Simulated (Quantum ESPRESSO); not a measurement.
The system is SiO.

```xyz
2
Lattice="2.8070 0.0000 0.0000 0.0000 2.8070 0.0000 0.0000 0.0000 2.8070" Properties=species:S:1:pos:R:3 pbc="T T T"
Si    0.0000    0.0000    0.0000
O     1.4035    1.4035    1.4035
```

The cell was built by a generator and needn't be a form met in nature.

| Quantity | Value |
| --- | --- |
| Program | Quantum ESPRESSO 7.5 |
| Task | single point |
| Functional | PBE |
| Potentials or basis | SSSP 1.3 efficiency PBE |
| Cutoff | 748 eV |
| Density cutoff | 5987 eV |
| k mesh | 9 × 9 × 9 |
| Occupations | fermi-dirac, width 0.05 eV |
| Spin | no spin polarisation |

On this cell: pressure 0.0 GPa; largest force zero by symmetry; band gap on the k mesh none (metal or under the smearing width).

The same run follows on a disturbed copy (atoms moved at random, drawn with an rms of 0.05 Å):

```
Si O
1.0
     2.80697    0.00000    0.00000
     0.00000    2.80697    0.00000
     0.00000    0.00000    2.80697
Si O
1 1
Direct
  0.01925 0.00458 0.00607
  0.49563 0.49345 0.50784
```

Task: What changes?

Result: The energy (extrapolated to zero smearing) moves by -10.0 meV/atom; pressure -0.1 GPa; largest force 0.541 eV/Å; band gap on the k mesh none (metal or under the smearing width).

Forces in eV/Å, atoms in the order of the input:
```
Si   0.488  0.231 -0.037
O   -0.488 -0.231  0.037
```

Stress tensor (GPa, compression positive):
```
 0.06 -0.21  0.03
-0.21 -0.10  0.02
 0.03  0.02 -0.15
```

The energy falls, though the first cell shows no forces: that form is unstable against this distortion, unless noise or another electronic state is at work.
